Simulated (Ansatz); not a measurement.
**B2N2H8: up Jacob's ladder to CCSD(T)**

An exercise on one series of results from a longer session: the logs are not shown, and one member is left open.

The runs use Ansatz 0.2.0, Gaussian basis; functionals in def2-TZVPP, the program's frozen cores in correlated methods.

Plan: LDA (SPW92), PBE-D4, revPBE-D4, BLYP-D4, r2SCAN-D4, B97M-V, PBE0-D4, B3LYP-D4, r2SCANh-D4, r2SCAN0-D4, HSE06-D4, BHLYP-D4, CAM-B3LYP-D4, LC-ωPBE, ωB97X-V, ωB97M-V, B2PLYP, PBE-QIDH; CCSD(T)/def2-SVP; CCSD(T)/def2-TZVPP; MP2/def2-QZVPP; extrapolation to the limit; RPA on PBE.

### Structure used throughout

All runs share one geometry, relaxed beforehand with PBE0-D4 in a triple-zeta def2 set.

SMILES `[BH2-]1[NH2+][BH2-][NH2+]1`, 12 atoms, charge 0, spin multiplicity 1.

Atoms are counted from 1 here; the program's logs count them from 0.

Bond lengths: B1–N2 1.598 Å, B1–N4 1.598 Å, B1–H5 1.206 Å, B1–H6 1.206 Å, N2–B3 1.598 Å, N2–H7 1.010 Å, N2–H8 1.010 Å, B3–N4 1.598 Å, B3–H9 1.206 Å, B3–H10 1.206 Å, N4–H11 1.010 Å, N4–H12 1.010 Å. Angles: N2–B1–N4 92.5°, N2–B1–H5 111.9°, N2–B1–H6 111.8°, N4–B1–H5 111.9°, N4–B1–H6 111.8°, H5–B1–H6 114.9°, B1–N2–B3 87.5°, B1–N2–H7 115.0°, B1–N2–H8 115.0°, B3–N2–H7 115.0°, B3–N2–H8 115.0°, H7–N2–H8 108.3°, N2–B3–N4 92.5°, N2–B3–H9 111.8°, N2–B3–H10 111.9°, N4–B3–H9 111.8°, N4–B3–H10 111.9°, H9–B3–H10 114.9° and more.

Set-up of the first run:

in.yaml

```yaml
crystal:
  periodic: [false, false, false]
  atoms:
    - {symbol: B, position_ang: [-1.079748, -0.012066, -0.204024]}
    - {symbol: N, position_ang: [-0.204143, -0.223640, 1.116275]}
    - {symbol: B, position_ang: [1.092532, 0.004008, 0.209937]}
    - {symbol: N, position_ang: [0.217041, 0.212946, -1.110856]}
    - {symbol: H, position_ang: [-1.675861, -1.013891, -0.513147]}
    - {symbol: H, position_ang: [-1.758933, 0.982328, -0.137535]}
    - {symbol: H, position_ang: [-0.277174, -1.139836, 1.535075]}
    - {symbol: H, position_ang: [-0.346987, 0.467236, 1.839049]}
    - {symbol: H, position_ang: [1.685392, 1.007818, 0.518830]}
    - {symbol: H, position_ang: [1.774798, -0.988356, 0.144435]}
    - {symbol: H, position_ang: [0.290503, 1.128053, -1.531926]}
    - {symbol: H, position_ang: [0.359579, -0.479803, -1.831913]}
basis:
  gaussian: {orbitals: def2-TZVPP}
hamiltonian: {xc: lda}
output: {orbitals: {seedname: orbitals}}
```

On the command line:

```sh
ansatz run in.yaml --threads 4 --pin off --events-out ev --progress --plain --max-ram 10444MiB
```

Among the steps run: LDA; PBE-D4 (GGA); revPBE-D4 (GGA); BLYP-D4 (GGA); r2SCAN-D4 (meta-GGA); B97M-V (meta-GGA); B3LYP-D4 (hybrid); r2SCANh-D4 (hybrid); r2SCAN0-D4 (hybrid); HSE06-D4 (hybrid); BHLYP-D4 (hybrid); CAM-B3LYP-D4 (range-separated); LC-ωPBE (range-separated); ωB97X-V (range-separated); ωB97M-V (range-separated); B2PLYP (double hybrid); PBE-QIDH (double hybrid).

One of the session's tables, all rows but one given; the rest of the session is left out.

It belongs to the step «Frontier levels by functional». 

| functional | HOMO (eV) | LUMO (eV) | gap (eV) |
| --- | --- | --- | --- |
| LDA (SPW92) | -6.74 | -0.21 | 6.52 |
| PBE-D4 | -6.65 | -0.09 | 6.56 |
| revPBE-D4 | -6.61 | -0.02 | 6.58 |
| BLYP-D4 | -6.57 | -0.10 | 6.47 |
| r2SCAN-D4 | -6.93 | 0.61 | 7.54 |
| B97M-V | -7.08 | 0.08 | 7.16 |
| PBE0-D4 | -8.02 | 0.75 | 8.77 |
| B3LYP-D4 | -7.83 | 0.41 | 8.23 |
| r2SCANh-D4 | -7.44 | 0.86 | 8.30 |
| r2SCAN0-D4 | -8.21 | 1.20 | 9.41 |
| HSE06-D4 | -7.61 | 0.38 | 7.99 |
| BHLYP-D4 | -9.35 | 1.36 | 10.71 |
| CAM-B3LYP-D4 | ? | ? | ? |
| LC-ωPBE | -10.84 | 2.78 | 13.62 |
| ωB97X-V | -10.48 | 2.60 | 13.07 |
| ωB97M-V | -10.36 | 2.10 | 12.46 |

Q: Estimate the row for CAM-B3LYP-D4 from the others.

**Answer.** HOMO (eV): -9.47; LUMO (eV): 1.51; gap (eV): 10.98. In the column «HOMO (eV)» it lies between ωB97M-V (-10.36) and BHLYP-D4 (-9.35).
